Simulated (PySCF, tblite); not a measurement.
# C5H7N2Se radical: geometry, infrared bands and EPR parameters

Wanted: the infrared bands and EPR parameters of C5H7N2Se radical (`C[CH][Se]c1c[nH]cn1`), by calculation.

Computed with tblite 0.8.0 and PySCF 2.14.0, with density-fitted response routines of our own, on a single molecule in the gas phase. Atoms are numbered from 0 throughout.

## 1. The starting structure

15 atoms, charge 0, multiplicity 2; geometry from: force field or distance geometry start.

Bonds of the start (Å): C0–C1 1.54, C1–Se2 1.95, Se2–C3 1.93, C3–C4 1.38, C4–N5 1.36, N5–C6 1.37, C6–N7 1.37, N7–C3 1.34, C0–H8 1.11, C0–H9 1.10, C0–H10 1.11, C1–H11 1.13, C4–H12 1.08, N5–H13 1.05, C6–H14 1.09.

## 2. Optimising the geometry with GFN2-xTB

The job: settings as JSON, then the geometry in Å.

```
{"job": {"kind": "relax", "xc": "GFN2-xTB", "basis": "xTB"}, "charge": 0, "multiplicity": 2}
C      3.234600     0.457800     0.012500
C      2.129100    -0.459100    -0.547200
Se     0.887400    -0.775100     0.917200
C     -0.893700    -0.148700     0.498700
C     -1.946300    -0.958800     0.112700
N     -3.058000    -0.208100    -0.101500
C     -2.696900     1.083900     0.173200
N     -1.377400     1.104700     0.548300
H      3.152100     0.378400     1.116200
H      4.221200     0.113100    -0.319800
H      3.042200     1.498200    -0.321400
H      2.629700    -1.444000    -0.797500
H     -1.950300    -2.029300    -0.032400
H     -4.005900    -0.541300    -0.412800
H     -3.372300     1.936200     0.109200
```

Started as:

```sh
OMP_NUM_THREADS=1 python probes_run.py task.json out
```

One launch serves the whole session: the jobs run in the order shown.

The program printed:

```text
step      E/eV     max force
  0    -630.49058    2.725
  1    -630.78458    1.373
  2    -630.91775    0.927
  3    -630.99023    0.791
  4    -631.03646    0.589
  5    -631.08820    0.642
  6    -631.13537    0.924
  7    -631.19047    1.011
  8    -631.24758    0.710
  9    -631.29359    0.492
 10    -631.32941    0.397
 11    -631.35059    0.416
 12    -631.37007    0.404
 13    -631.39210    0.521
 14    -631.40872    0.504
 15    -631.42132    0.473
 16    -631.42929    0.203
 17    -631.43590    0.188
 18    -631.44441    0.312
 19    -631.45522    0.372
 20    -631.46702    0.317
 21    -631.47965    0.269
 22    -631.49282    0.591
 23    -631.50215    0.814
 24    -631.51876    0.415
 25    -631.53801    0.305
 26    -631.55215    0.346
 27    -631.56680    0.420
 28    -631.58168    0.348
 29    -631.59478    0.233
 30    -631.60391    0.218
 31    -631.61122    0.239
 32    -631.62359    0.311
 33    -631.63747    0.302
 34    -631.64811    0.242
 35    -631.65255    0.309
 36    -631.65767    0.235
 37    -631.66046    0.138
 38    -631.66333    0.077
 39    -631.66487    0.085
 40    -631.66633    0.108
 41    -631.66745    0.083
 42    -631.66867    0.089
 43    -631.66998    0.075
 44    -631.67156    0.089
 45    -631.67328    0.095
 46    -631.67521    0.130
 47    -631.67719    0.157
 48    -631.67934    0.143
 49    -631.68174    0.133
 50    -631.68446    0.149
 51    -631.68537    0.184
 52    -631.68858    0.205
 53    -631.68986    0.149
 54    -631.69220    0.102
 55    -631.69317    0.090
 56    -631.69509    0.091
 57    -631.69608    0.080
 58    -631.69717    0.088
 59    -631.69854    0.108
 60    -631.70080    0.132
 61    -631.70430    0.162
 62    -631.70892    0.172
 63    -631.71263    0.226
 64    -631.71032    0.391
 65    -631.71959    0.146
 66    -631.72205    0.161
 67    -631.72688    0.124
 68    -631.72849    0.107
 69    -631.73148    0.108
 70    -631.73373    0.108
 71    -631.73571    0.070
 72    -631.73680    0.075
 73    -631.73753    0.077
 74    -631.73835    0.065
 75    -631.73932    0.065
 76    -631.74032    0.085
 77    -631.74124    0.076
 78    -631.74211    0.073
 79    -631.74303    0.068
 80    -631.74366    0.045
 81    -631.74412    0.049
 82    -631.74454    0.049
 83    -631.74503    0.052
 84    -631.74560    0.051
 85    -631.74610    0.048
 86    -631.74653    0.062
 87    -631.74706    0.067
 88    -631.74796    0.079
 89    -631.74915    0.095
 90    -631.75080    0.108
 91    -631.75249    0.104
 92    -631.75440    0.100
 93    -631.75694    0.130
 94    -631.76104    0.140
 95    -631.76431    0.293
 96    -631.76983    0.221
 97    -631.77322    0.167
 98    -631.77730    0.212
 99    -631.78001    0.246
100    -631.78349    0.211
101    -631.78772    0.157
102    -631.78873    0.125
103    -631.78850    0.262
104    -631.79160    0.101
105    -631.79234    0.078
106    -631.79341    0.100
107    -631.79418    0.098
108    -631.79496    0.069
109    -631.79548    0.086
110    -631.79600    0.068
111    -631.79644    0.048
112    -631.79687    0.068
113    -631.79720    0.069
114    -631.79746    0.051
115    -631.79784    0.045
116    -631.79842    0.035
117    -631.79864    0.047
118    -631.79839    0.069
119    -631.79883    0.037
120    -631.79892    0.027
121    -631.79906    0.022
122    -631.79935    0.030
123    -631.79943    0.029
124    -631.79954    0.031
125    -631.79966    0.035
126    -631.79987    0.043
127    -631.80016    0.058
128    -631.80059    0.068
129    -631.80115    0.076
130    -631.80182    0.067
131    -631.80228    0.094
132    -631.80273    0.098
133    -631.80326    0.044
134    -631.80371    0.045
135    -631.80396    0.041
136    -631.80418    0.037
137    -631.80433    0.034
138    -631.80443    0.026
139    -631.80453    0.027
140    -631.80461    0.017
141    -631.80464    0.016
142    -631.80466    0.011
143    -631.80468    0.012
144    -631.80471    0.013
145    -631.80473    0.012
146    -631.80475    0.015
147    -631.80478    0.019
148    -631.80483    0.022
149    -631.80490    0.022
150    -631.80498    0.027
151    -631.80506    0.022
152    -631.80513    0.018
153    -631.80519    0.016
154    -631.80524    0.016
155    -631.80528    0.012
156    -631.80530    0.010
```

Run time: 0.8 s. Hardware: 1 thread of AMD EPYC 9R45, shared host.

Step by step: (not every step is listed)

```tsv
step	energy from step 0 (eV)	largest force (eV/Å)
0	0.0000	2.7249
1	-0.2940	1.3727
2	-0.4272	0.9265
3	-0.4996	0.7914
4	-0.5459	0.5891
5	-0.5976	0.6416
6	-0.6448	0.9242
7	-0.6999	1.0110
8	-0.7570	0.7103
22	-1.0022	0.5911
36	-1.1671	0.2349
50	-1.1939	0.1491
64	-1.2197	0.3912
78	-1.2515	0.0732
92	-1.2638	0.0997
106	-1.3028	0.0999
120	-1.3083	0.0269
134	-1.3131	0.0450
148	-1.3143	0.0224
151	-1.3145	0.0224
152	-1.3145	0.0184
153	-1.3146	0.0161
154	-1.3147	0.0164
155	-1.3147	0.0122
156	-1.3147	0.0102
```

Distances of close pairs at the start and the end, largest changes first:

```tsv
bond	before (Å)	after (Å)	change (Å)
C1–Se2	1.946	1.855	-0.091
C6–N7	1.372	1.301	-0.071
C0–C1	1.541	1.487	-0.055
C1–H11	1.133	1.079	-0.054
Se2–C3	1.934	1.884	-0.050
N5–H13	1.052	1.007	-0.045
C0–H8	1.110	1.090	-0.020
C0–H10	1.109	1.091	-0.018
```

The final coordinates are the input of the step that follows.

## 3. Harmonic vibrations with GFN2-xTB

The job: settings as JSON, then the geometry in Å.

```
{"job": {"kind": "ir", "xc": "GFN2-xTB", "basis": "xTB"}, "charge": 0, "multiplicity": 2}
C      3.319770     0.344959     0.137353
C      1.833940     0.353796     0.181739
Se     0.897642    -1.218785     0.485117
C     -0.848630    -0.568314     0.209028
C     -2.043684    -1.178244     0.498355
N     -3.006082    -0.307927     0.068640
C     -2.362720     0.762358    -0.453520
N     -1.069848     0.632841    -0.386957
H      3.723475    -0.441974     0.774487
H      3.704787     0.192495    -0.876951
H      3.701568     1.306417     0.484206
H      1.283672     1.084974    -0.389233
H     -2.267420    -2.117852     0.958795
H     -4.001524    -0.446268     0.134855
H     -2.869361     1.609514    -0.870447
```

The program printed:

```text
mode    cm-1     km/mol
  1      37.8      6.51
  2      77.9      1.36
  3     101.7      2.52
  4     140.7      1.46
  5     202.8      4.02
  6     237.4      4.47
  7     293.3      5.47
  8     345.6      6.50
  9     482.7     29.04
 10     568.1     20.73
 11     615.9     67.69
 12     640.8      3.47
 13     645.5      1.04
 14     723.7      9.28
 15     790.7      5.42
 16     892.5      1.06
 17     909.8     12.07
 18     993.8     10.81
 19    1003.3      1.64
 20    1055.6     13.04
 21    1103.5     12.29
 22    1114.7     11.75
 23    1140.2      9.68
 24    1208.5     67.86
 25    1222.0     70.31
 26    1325.7     16.78
 27    1375.9      2.47
 28    1394.3      2.76
 29    1441.4     26.38
 30    1463.4      4.51
 31    1479.7      3.56
 32    1501.7     50.91
 33    2903.6     34.49
 34    2984.6     32.53
 35    3003.6     19.38
 36    3066.6      4.93
 37    3169.7     10.43
 38    3182.8      9.01
 39    3460.7     15.04
```

It took 0.36 s on 1 thread of AMD EPYC 9R45, shared host.

Which atoms move in the most intense modes:

```tsv
cm⁻¹	km/mol	atoms
483	29.0	H11 72 %, C1 19 %
616	67.7	H13 60 %, C3 22 %
1208	67.9	H11 43 %, C1 31 %, C0 10 %
1222	70.3	C3 40 %, N7 21 %, N5 16 %, C4 10 %
1441	26.4	C4 33 %, C3 28 %, C6 20 %
1502	50.9	C6 38 %, N7 31 %, C3 16 %, C4 11 %
2904	34.5	H9 90 %
2985	32.5	H10 91 %
```

## 4. g tensor and hyperfine couplings: B3LYP/def2-TZVP-core+pcH-1

Same as in step 3 but for these lines:

```diff
@@ -1,2 +1,2 @@
-{"job": {"kind": "ir", "xc": "GFN2-xTB", "basis": "xTB"}, "charge": 0, "multiplicity": 2}
+{"job": {"kind": "epr", "basis": "pcH-1"}, "charge": 0, "multiplicity": 2}
 C      3.319770     0.344959     0.137353
```

Method: UKS B3LYP, def2-TZVP-core on Se, pcH-1 on C H N, non-relativistic, mean-field spin-orbit, GIAO.

The program printed:

```text
UKS, coarse grid
  cycle   1  E = -2705.69431337  |g| = 1.50e+00
  cycle   2  E = -2705.54533349  |g| = 9.07e-01
  cycle   3  E = -2705.57762020  |g| = 7.29e-01
  cycle   4  E = -2705.79728659  |g| = 1.65e-01
  cycle   5  E = -2705.80666389  |g| = 4.90e-02
  cycle   6  E = -2705.80769021  |g| = 2.00e-02
  cycle   7  E = -2705.80790091  |g| = 5.99e-03
  cycle   8  E = -2705.80792081  |g| = 2.26e-03
  cycle   9  E = -2705.80792484  |g| = 1.53e-03
  cycle  10  E = -2705.80792522  |g| = 3.62e-04
UKS, final grid
  cycle   1  E = -2705.80790084  |g| = 4.21e-04
  cycle   2  E = -2705.80790066  |g| = 7.42e-04
  cycle   3  E = -2705.80790093  |g| = 8.61e-05
  cycle   4  E = -2705.80790094  |g| = 3.59e-05
  cycle   5  E = -2705.80790094  |g| = 1.80e-05
E = -2705.80790094 Eh   <S^2> = 0.7549 (exact 0.7500)
g shifts (ppm)      1          2          3
  rmc          -165       -165       -165
  gc             -4         42         31
  oz_so       -1335        291      22546
  total       -1503        168      22412
hyperfine (MHz)  atom isotope    a_iso     a_fc   dipolar eigenvalues
    0   13C     -23.96     -24.02     -2.12     -0.78      2.90
    1   13C     152.31     150.38    -72.67    -71.10    143.77
    2  77Se      -6.93       4.29   -100.46    -66.08    166.53
    3   13C      -3.58      -3.52     -2.47      0.46      2.01
    4   13C       2.55       2.59     -3.13     -2.49      5.63
    5   14N      -0.44      -0.43     -0.10     -0.01      0.11
    6   13C      -0.16      -0.12     -0.55     -0.07      0.62
    7   14N      -0.64      -0.61     -0.49     -0.07      0.56
    8    1H      10.57      10.48     -4.37     -3.81      8.18
    9    1H     116.60     116.58     -4.39     -2.70      7.09
   10    1H      53.80      53.79     -4.91     -4.47      9.38
   11    1H     -37.63     -38.13    -32.64     -2.35     34.99
   12    1H      -2.32      -2.31     -1.08     -0.77      1.85
   13    1H      -0.11      -0.10     -0.51     -0.40      0.91
   14    1H      -0.54      -0.53     -0.59     -0.50      1.09
```

Run time: 2.1 min. Hardware: 1 thread of AMD EPYC 9R45, shared host; peak memory 1.4 GiB.

Principal g values 2.00082, 2.00249, 2.02473; g(iso) = 2.00934, against 2.00232 for a free electron.

Hyperfine couplings; where a row names several nuclei, a(iso) is their mean (it holds for fast rotation or exchange) and the dipolar term the largest among them:

```tsv
nuclei	isotope	a(iso) (MHz)	a(iso) (G, at g = 2.0023)	largest dipolar term (MHz)
C1	13C	152.3	54.3	143.8
H8, H9, H10	1H	60.3	21.5	9.4
H11	1H	-37.6	-13.4	35.0
C0	13C	-24.0	-8.5	2.9
Se2	77Se	-6.9	-2.5	166.5
C3	13C	-3.6	-1.3	-2.5
C4	13C	2.5	0.9	5.6
H12	1H	-2.3	-0.8	1.9
N7	14N	-0.6	-0.2	0.6
H14	1H	-0.5	-0.2	1.1
N5	14N	-0.4	-0.2	0.1
C6	13C	-0.2	-0.1	0.6
H13	1H	-0.1	0.0	0.9
```

Mulliken spin populations:

C0 -0.07; C1 0.88; Se2 0.12; C3 -0.02; C4 0.03; N5 0.00; C6 0.00; N7 0.01; H8 0.00; H9 0.05; H10 0.02; H11 -0.03; H12 0.00; H13 0.00; H14 0.00

In first order the couplings over 0.8 MHz of 1H give 16 distinct lines over 78.8 G, if the averaged nuclei exchange fast.

The fields below are evaluated on a grid from the run's orbitals.

ELF in a plane through or near 13 of the atoms.

Values, 10 rows by 14 columns:
```
0.00 0.00 0.00 0.00 0.00 0.00 0.00 0.00 0.00 0.00 0.00 0.00 0.00 0.00
0.00 0.00 0.00 0.00 0.00 0.00 0.00 0.00 0.00 0.03 0.04 0.00 0.00 0.00
0.00 0.00 0.00 0.00 0.00 0.01 0.00 0.05 0.01 0.93 0.99 0.08 0.00 0.00
0.00 0.00 0.08 0.27 0.02 0.95 0.31 0.86 0.49 0.88 0.95 0.02 0.00 0.00
0.00 0.01 0.29 0.83 0.54 0.93 0.60 0.73 0.40 0.28 0.68 0.56 0.06 0.00
0.00 0.00 0.14 0.57 0.81 0.55 0.51 0.67 0.27 0.58 0.30 0.99 0.56 0.00
0.00 0.00 0.74 1.00 0.12 0.47 0.67 0.74 0.76 0.39 0.28 0.13 0.01 0.00
0.00 0.00 0.09 0.58 0.01 0.78 0.78 0.48 0.06 1.00 0.97 0.01 0.00 0.00
0.00 0.00 0.00 0.00 0.00 0.33 0.58 0.13 0.00 0.79 0.47 0.00 0.00 0.00
0.00 0.00 0.00 0.00 0.00 0.00 0.00 0.00 0.00 0.00 0.00 0.00 0.00 0.00
```
The map spans 13.2 Å across and 9.4 Å up, centred on the molecule. Atoms in the plane (x, y in Å): C0 (-3.3, 0.0), C1 (-1.9, 0.1), Se2 (-0.8, -1.4), C3 (0.9, -0.5), C4 (2.1, -1.1), N5 (3.0, 0.0), C6 (2.3, 1.1), N7 (1.0, 0.8), H8 (-3.7, -1.0), H11 (-1.4, 1.1), H12 (2.5, -2.1), H13 (4.0, -0.1), H14 (2.7, 2.1).

On the surface of density 0.002 e/bohr³ the electrostatic potential runs, from the 1st to the 99th percentile, from -1.55 V near N7 to 2.58 V near H13.

The spin density lies nearest to C1 57 %; Se2 19 %; H11 8 %.

## 5. Outcome

| quantity | value |
| --- | --- |
| strongest single infrared mode (GFN2-xTB) | 1222 cm⁻¹, 70 km/mol |
| zero-point energy (GFN2-xTB) | 69.1 kcal/mol |
| g(iso) (B3LYP) | 2.00934 |
| ⟨S²⟩ | 0.755 (exact 0.75) |
| largest a(iso) (averaged by class) | 13C on C1, 152.3 MHz |
| surface potential, 1st and 99th percentile | -1.55 V and 2.58 V |

Relaxing lowered the energy by 1.315 eV in 156 steps; the close pair that moved most is C1–Se2, from 1.946 to 1.855 Å. All 39 modes are real, so the xTB geometry is a minimum. The strongest single mode, at 1222 cm⁻¹, is spread over several atoms, C3, N7, N5, C4 among them. Unscaled tight-binding wavenumbers are off by several per cent, some by more. Its intensities can rank the bands wrongly. C1 carries the largest spin population, 0.88 e. The isotropic g lies 7.0 ppt above the free-electron value. The hyperfine terms hold no scalar relativity, which the heavier nuclei need.
